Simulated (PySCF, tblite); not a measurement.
**CH12N2O2Si3: geometry, infrared bands and NMR shifts**

What infrared bands and NMR shifts should CH12N2O2Si3 (`CO[Si@@](N)(O)N([SiH3])[SiH3]`) show?

The runs use tblite 0.8.0 and PySCF 2.14.0, with density-fitted response routines of our own; the level of theory stands in each step. All values are computed, except where a source is named. Atoms count from 0, in the outputs and in this text.

## Step 1: Starting geometry

20 atoms, charge 0, multiplicity 1; geometry from: force field or distance geometry start.

Bonds of the start (Å): C0–O1 1.41, O1–Si2 1.65, Si2–N3 1.67, Si2–O4 1.63, Si2–N5 1.64, N5–Si6 1.69, N5–Si7 1.70, C0–H8 1.10, C0–H9 1.10, C0–H10 1.10, N3–H11 1.02, N3–H12 1.01, O4–H13 0.96, Si6–H14 1.48, Si6–H15 1.47, Si6–H16 1.48, Si7–H17 1.48, Si7–H18 1.48, Si7–H19 1.48.

## Step 2: Geometry optimisation with GFN2-xTB

What the job is given:

```
{"job": {"kind": "relax", "xc": "GFN2-xTB", "basis": "xTB"}, "charge": 0, "multiplicity": 1}
C     -2.627600     0.042400    -0.839400
O     -1.308400     0.491400    -0.652500
Si    -0.373800    -0.221100     0.511600
N     -0.705200     0.551500     1.954200
O     -0.836300    -1.746700     0.872900
N      1.241900    -0.060100     0.314400
Si     1.861500    -1.258700    -0.708900
Si     1.720300     1.434500    -0.327800
H     -3.231900     0.157300     0.072300
H     -3.092300     0.665000    -1.614100
H     -2.666700    -0.997100    -1.183600
H      0.130900     0.436300     2.529200
H     -0.782000     1.542200     1.790200
H     -1.230000    -1.811700     1.743400
H      3.318300    -1.063400    -0.885400
H      1.208100    -1.244200    -2.027300
H      1.723700    -2.592200    -0.072000
H      1.174900     2.521200     0.511000
H      3.189800     1.554000    -0.259800
H      1.279700     1.609900    -1.731500
```

The run is started by

```bash
$ OMP_NUM_THREADS=1 python probes_run.py task.json out
```

This one command runs all jobs of the session in turn.

**Question.** This job is followed by: GFN2-xTB harmonic vibrations, gas phase; GIAO PBE0/pcSseg-1 NMR shielding, non-relativistic, gas phase. Predict these results of the whole session: strongest single infrared mode (GFN2-xTB); zero-point energy (GFN2-xTB); 13C shifts against TMS (PBE0/pcSseg-1); 1H shifts against TMS (PBE0/pcSseg-1, means over atoms taken as alike); 17O shifts against H2O (PBE0/pcSseg-1); 29Si shifts against TMS (PBE0/pcSseg-1, means over atoms taken as alike); 15N shifts against NH3 (PBE0/pcSseg-1).

**Answer**, as computed:

| quantity | value |
| --- | --- |
| strongest single infrared mode (GFN2-xTB) | 989 cm⁻¹, 664 km/mol |
| zero-point energy (GFN2-xTB) | 84.9 kcal/mol |
| 13C shifts against TMS (PBE0/pcSseg-1) | 52.4 ppm |
| 1H shifts against TMS (PBE0/pcSseg-1, means over atoms taken as alike) | 4.65, 4.02, 1.80, 0.53 ppm |
| 17O shifts against H2O (PBE0/pcSseg-1) | 51.4, 26.8 ppm |
| 29Si shifts against TMS (PBE0/pcSseg-1, means over atoms taken as alike) | -52.3, -53.6 ppm |
| 15N shifts against NH3 (PBE0/pcSseg-1) | 22.1, 19.1 ppm |

In words: Relaxing lowered the energy by 1.108 eV in 261 steps; the close pair that moved most is Si2–N5, from 1.636 to 1.738 Å. No mode is imaginary among the 54: a minimum at this level. The strongest single mode, at 989 cm⁻¹, moves mainly N5. GFN2-xTB is a fitted tight-binding method: band positions and strengths are rough. Its intensities can rank the bands wrongly. At PBE0/pcSseg-1: The largest span, 114 ppm, is at Si6, Si7, where the paramagnetic term is -479 ppm.
